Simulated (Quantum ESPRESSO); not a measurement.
The system is Ta4Al.

```
Ta Al
1.0
    -2.96490    2.96490    2.96490
     2.96490   -2.96490    2.96490
     2.96490    2.96490   -2.96490
Ta Al
4 1
Direct
  0.00000 0.00000 0.50000
  0.50000 0.00000 0.00000
  0.50000 0.50000 0.50000
  0.00000 0.50000 0.00000
  0.00000 0.00000 0.00000
```

The cell was built by a generator and needn't be a form met in nature.

```yaml
Program: Quantum ESPRESSO 7.5
Task: Hubbard U by linear response
Functional: LDA
Potentials_or_basis: PseudoDojo 0.4.1 SR LDA standard
Cutoff: 789 eV
Density_cutoff: 3157 eV
k_mesh: 4 × 4 × 4
Occupations: cold, width 0.2 eV
Spin: no spin polarisation
Hubbard_terms: Ta d U = 4.0 eV
Start_of_the_occupations: default
Hubbard_projectors: ortho-atomic
Form_of_the_LDA_correlation: PW92
Mixing_beta: 0.3
Most_SCF_iterations: 120
SCF_threshold: 1e-09 Ry
q_mesh: 2 × 2 × 2
```

Q: What Hubbard parameters does linear response give?

A: U = 2.21 eV on Ta 5d. The values belong to these projectors, potentials and this ground state, and don't carry over to other codes.

Hubbard U from linear response:
```csv
site,manifold,U (eV)
1,Ta-5d,2.21
2,Ta-5d,2.21
3,Ta-5d,2.21
4,Ta-5d,2.21
```
On the first site the bare response is -1.166 and the screened one -0.330 eV⁻¹.

Eigenvalues of the final occupation matrices:
```csv
site,spin,trace,eigenvalues
Ta 1 5d,each,2.00,0.21 0.21 0.41 0.58 0.58
Ta 2 5d,each,2.00,0.21 0.21 0.41 0.58 0.58
Ta 3 5d,each,2.00,0.21 0.21 0.41 0.58 0.58
Ta 4 5d,each,2.00,0.21 0.21 0.41 0.58 0.58
```

Caveat: the k mesh is coarse (spacing up to 0.37 Å⁻¹), so the values aren't converged; U without spin polarisation on a metal has little footing; the U is typed as a test and isn't derived for this compound.
